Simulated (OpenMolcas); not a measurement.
# CH5AsSi (SMILES C1[SiH2][AsH]1) at 6 levels

Wanted: a comparison of 6 runs (HF/STO-3G, B3LYP/6-31G*, M06-2X/def2-SVP, SVWN5/def2-SVP, TPSS/def2-SVP, CCSD(T)/def2-SVP) of CH5AsSi. 

Program for the calculation: OpenMolcas 26.06.

### Step 1. The structure to begin with

CH5AsSi has 8 atoms, charge 0, and is taken as a singlet. SMILES: `C1[SiH2][AsH]1`. The Si2–H7 distance was set to 2.662 Å, away from the relaxed value. At this shape a bond of the SMILES string is far longer than usual.

Bond lengths: C1–Si2 1.843 Å, C1–As3 2.046 Å, Si2–As3 2.317 Å, C1–H4 1.084 Å, C1–H5 1.086 Å, Si2–H6 1.480 Å, As3–H8 1.526 Å. Some angles: C1–Si2–As3 57.6°, Si2–C1–As3 72.9°, C1–As3–Si2 49.5°, C1–Si2–H6 117.5°, As3–Si2–H6 118.8°, Si2–C1–H4 121.0°, Si2–C1–H5 118.1°, As3–C1–H4 114.8°, As3–C1–H5 110.5°, C1–As3–H8 92.8°.

### Step 2. The energy at HF/STO-3G (run 1)

struct.xyz

```xyz
8

C     -1.836703     0.210541    -0.101759
Si    -0.358603     0.855741     0.789941
As    -1.604503    -0.930059     1.581441
H     -1.733603    -0.331359    -1.035059
H     -2.757103     0.784441    -0.048059
H     -0.485103     2.166541     1.464741
H      2.040800     0.422300    -0.277100
H     -0.638003    -1.886759     0.889841
```

mol.input

```
* CH5AsSi Hartree-Fock
>>> EXPORT MOLCAS_PRINT=2
&GATEWAY
BASLIB=$CurrDir
COORD=struct.xyz
BASIS=STO-3G
GROUP=NoSym
&SEWARD
&SCF
THRESHOLDS=1e-10 1e-07 1e-07 1e-05
PRORBITALS=0
```

The basis set STO-3G is read from a file made from the Basis Set Exchange's data (not shown).

Launch:

```
export MOLCAS_MEM=1860
pymolcas mol.input > mol.log
```

Output:

```text
--- Start Module: gateway ---
[...]
--- Stop Module: gateway /rc=_RC_ALL_IS_WELL_ ---
--- Start Module: seward ---
[...]
      Basis functions           37
--- Stop Module: seward /rc=_RC_ALL_IS_WELL_ ---
[...]
--- Start Module: scf ---
[...]
       Convergence after  14 Iterations
[...]
::    Total SCF energy                              -2534.9305780088
[...]
      Total spin, S                                     0.0000000000
[...]
      Total electronic charge=   58.000000
      Total            charge=   -0.000000
[...]
      Dipole Moment (debye):
      Origin of the operator (angstrom)=   -1.2997   -0.3506    1.1703
                   X=  1.3019E-01               Y=  8.7636E-01               Z= -3.3832E-01           Total=  9.4838E-01
      Quadrupole Moment (debye*angstrom):
[...]
--- Stop Module: scf /rc=_RC_ALL_IS_WELL_ ---
[...]
```

Run time: 3 s. Hardware: 1 thread of AMD EPYC 7R43 (Zen 3), shared host; peak memory 0.37 GiB.

### Step 3. A single-point energy at B3LYP/6-31G(d) (spherical functions) (run 2)

job.input

```
* CH5AsSi Kohn-Sham DFT

&gateway
  baslib=$CurrDir
  basisset
  C.6-31Gs....
  C1 -1.836703 0.210541 -0.101759 angstrom
  End of Basis
  basisset
  Si.6-31Gs....
  Si2 -0.358603 0.855741 0.789941 angstrom
  End of Basis
  basisset
  As.6-31Gs....
  As3 -1.604503 -0.930059 1.581441 angstrom
  End of Basis
  basisset
  H.6-31Gs....
  H4 -1.733603 -0.331359 -1.035059 angstrom
  H5 -2.757103 0.784441 -0.048059 angstrom
  H6 -0.485103 2.166541 1.464741 angstrom
  H7 2.040800 0.422300 -0.277100 angstrom
  H8 -0.638003 -1.886759 0.889841 angstrom
  End of Basis

&seward
  gridinput
  Grid=UltraFine
  End of Grid

&scf
  ksdft=B3LYP
  thresholds=1e-10 1e-07 1e-07 1e-05
  prorbitals=1 2
```

The basis set 6-31G* is read from a file made from the Basis Set Exchange's data (not shown).

Launch:

```
export MOLCAS_MEM=1860
pymolcas job.input > job.log
```

Output:

```text
--- Start Module: gateway ---
[...]
--- Stop Module: gateway /rc=_RC_ALL_IS_WELL_ ---
--- Start Module: seward ---
[...]
      Basis functions           74
--- Stop Module: seward /rc=_RC_ALL_IS_WELL_ ---
[...]
--- Start Module: scf ---
[...]
       Convergence after  14 Iterations
[...]
::    Total KS-DFT energy                           -2566.0871091561
[...]
      Total spin, S                                     0.0000000000
[...]
      Total electronic charge=   58.000000
      Total            charge=   -0.000000
[...]
      Dipole Moment (debye):
      Origin of the operator (angstrom)=   -1.2997   -0.3506    1.1703
                   X= -1.5154E+00               Y=  3.9187E-01               Z= -3.3181E-01           Total=  1.6000E+00
      Quadrupole Moment (debye*angstrom):
[...]
--- Stop Module: scf /rc=_RC_ALL_IS_WELL_ ---
[...]
```

Wall time 25 s (1 thread of AMD EPYC 7R43 (Zen 3), shared host); peak memory 0.43 GiB.

### Step 4. A single-point energy at M06-2X/def2-SVP (run 3)

coord.xyz

```xyz
8

C     -1.836703     0.210541    -0.101759
Si    -0.358603     0.855741     0.789941
As    -1.604503    -0.930059     1.581441
H     -1.733603    -0.331359    -1.035059
H     -2.757103     0.784441    -0.048059
H     -0.485103     2.166541     1.464741
H      2.040800     0.422300    -0.277100
H     -0.638003    -1.886759     0.889841
```

calc.input

```
* CH5AsSi Kohn-Sham DFT
&GATEWAY
BasLib=$CurrDir
Coord=coord.xyz
Basis=def2-SVP
Group=NoSym
&SEWARD
GridInput
Grid=UltraFine
End of Grid
&SCF
KSDFT=M062X
Thresholds=1e-10 1e-07 1e-07 1e-05
PrOrbitals=1 1
```

The basis set def2-SVP is read from a file made from the Basis Set Exchange's data (not shown).

Launch:

```
export MOLCAS_MEM=1860
pymolcas calc.input > calc.log
```

Output:

```text
--- Start Module: gateway ---
[...]
--- Stop Module: gateway /rc=_RC_ALL_IS_WELL_ ---
--- Start Module: seward ---
[...]
      Basis functions           89
--- Stop Module: seward /rc=_RC_ALL_IS_WELL_ ---
[...]
--- Start Module: scf ---
[...]
       Convergence after  15 Iterations
[...]
::    Total KS-DFT energy                           -2565.8997904247
[...]
      Total spin, S                                     0.0000000000
[...]
      Total electronic charge=   58.000000
      Total            charge=   -0.000000
[...]
      Dipole Moment (debye):
      Origin of the operator (angstrom)=   -1.2997   -0.3506    1.1703
                   X= -1.2866E+00               Y=  4.4342E-01               Z= -2.3219E-01           Total=  1.3805E+00
      Quadrupole Moment (debye*angstrom):
[...]
--- Stop Module: scf /rc=_RC_ALL_IS_WELL_ ---
[...]
```

Wall time 40 s (1 thread of AMD EPYC 7R43 (Zen 3), shared host); peak memory 0.49 GiB.

Runs 4 to 5 aren't shown in full; the table further down has their settings and results.

### Step 5. The energy at CCSD(T)/def2-SVP (run 6)

test.input

```
&GATEWAY
BasLib
$CurrDir
Coord
8
angstrom
C       -1.836703       0.210541      -0.101759
Si      -0.358603       0.855741       0.789941
As      -1.604503      -0.930059       1.581441
H       -1.733603      -0.331359      -1.035059
H       -2.757103       0.784441      -0.048059
H       -0.485103       2.166541       1.464741
H        2.040800       0.422300      -0.277100
H       -0.638003      -1.886759       0.889841
Basis
def2-SVP
Group
NoSym
&SEWARD
&SCF
Thresholds
1e-10 1e-07 1e-07 1e-05
PrOrbitals
1 2
&RASSCF
FileOrb
$Project.ScfOrb
Spin
1
Nactel
0 0 0
Inactive
29
Ras2
0
OutOrbitals
Canonical
OrbListing
Nothing
&MOTRA
JobIph
Frozen
15
&CCSDT
CCT
Triples
2
Iterations
80
Accuracy
1e-08
Extrapolation
5 4
```

The basis set def2-SVP is read from a file made from the Basis Set Exchange's data (not shown).

Launch:

```
export MOLCAS_MEM=1860
pymolcas test.input > test.log
```

Output:

```text
--- Start Module: gateway ---
[...]
--- Stop Module: gateway /rc=_RC_ALL_IS_WELL_ ---
[...]
      Basis functions           89
[...]
       Convergence after  18 Iterations
[...]
::    Total SCF energy                              -2563.3374951647
[...]
      Total spin, S                                     0.0000000000
[...]
      Number of active orbitals                  0
[...]
      Spin quantum number                      0.0
[...]
      Active orbitals                            0
[...]
      Number of CSFs                             1
[...]
      Number of root(s) required                 1
[...]
      Convergence after  4 iterations
[...]
      Natural orbitals and occupation numbers for root  1
      ************************************************************************************************************************
      *                                                    Final results                                                     *
      ************************************************************************************************************************
[...]
::    RASSCF root number  1 Total energy:  -2563.33749516
[...]
      Total electronic charge=   58.000000
      Total            charge=   -0.000000
[...]
      Dipole Moment (debye):
      Origin of the operator (angstrom)=   -1.2997   -0.3506    1.1703
                   X= -1.7660E+00               Y=  5.4507E-01               Z= -3.6221E-02           Total=  1.8485E+00
      Quadrupole Moment (debye*angstrom):
[...]
--- Start Module: motra ---
[...]
      *** WARNING: Default frozen orbitals is overwritten by user input.
      *** Default values:  17
[...]
--- Stop Module: motra /rc=_RC_ALL_IS_WELL_ ---
[...]
--- Start Module: ccsdt ---
[...]
      Convergence after                    18  Iterations
      Total energy (diff) :   -2563.87238092      -0.00000001
[...]
 METHOD                       : CCSD+T(CCSD)+<T3(1)WT1> = CCSD(T)
[...]
       CCSD     =     -2563.8723809212252
[...]
--- Stop Module: ccsdt /rc=_RC_ALL_IS_WELL_ ---
[...]
```

It took 77 s on 1 thread of AMD EPYC 7R43 (Zen 3), shared host; peak memory 0.48 GiB.

### Step 6. The series

```csv
run,level,integration grid,frozen core orbitals,energy (Eh),dipole moment (D) of the reference,HOMO energy (eV),LUMO energy (eV),wall time
1,HF/STO-3G,–,–,-2534.930578,0.95,-5.72,3.10,3 s
2,B3LYP/6-31G* (spherical functions),UltraFine,–,-2566.087109,1.60,-6.71,-3.03,25 s
3,M06-2X/def2-SVP,UltraFine,–,-2565.899790,1.38,-7.86,-2.29,40 s
4,SVWN5/def2-SVP,UltraFine,–,-2561.119010,1.34,-6.12,-3.72,32 s
5,TPSS/def2-SVP,UltraFine,–,-2565.939772,1.66,-6.21,-3.66,57 s
6,CCSD(T)/def2-SVP,–,15,-2563.894345,1.85,-8.98,0.05,77 s
```

### Step 7. Summary of results

```
                                           quantity           value
                                run 6: total energy  -2563.89434 Eh
          run 6: dipole moment (mean-field density)          1.85 D
         run 6: HOMO energy (Hartree–Fock orbitals)        -8.98 eV
         run 6: LUMO energy (Hartree–Fock orbitals)         0.05 eV
       run 6: HOMO–LUMO gap (Hartree–Fock orbitals)         9.03 eV
run 6: correlation energy (15 core orbitals frozen)      -556.8 mEh
                              run 6: (T) correction      -21.96 mEh
```

In words: Over runs 1, 2, 3, 4, 5 the dipole moment (its size) runs from 0.95 D (HF/STO-3G) to 1.66 D (TPSS/def2-SVP). The two ends differ in method and basis. Over runs 1, 2, 3, 4, 5 the HOMO–LUMO gap runs from 2.40 eV (SVWN5/def2-SVP) to 8.82 eV (HF/STO-3G). Totals of different functionals can't be ranked against each other. In run 1 the basis is minimal, so the values are rough. In runs 1, 2, 3, 4, 5, 6 a closed-shell determinant meets a far-stretched bond, which it describes badly. All runs together took 3.9 min, the longest 77 s.
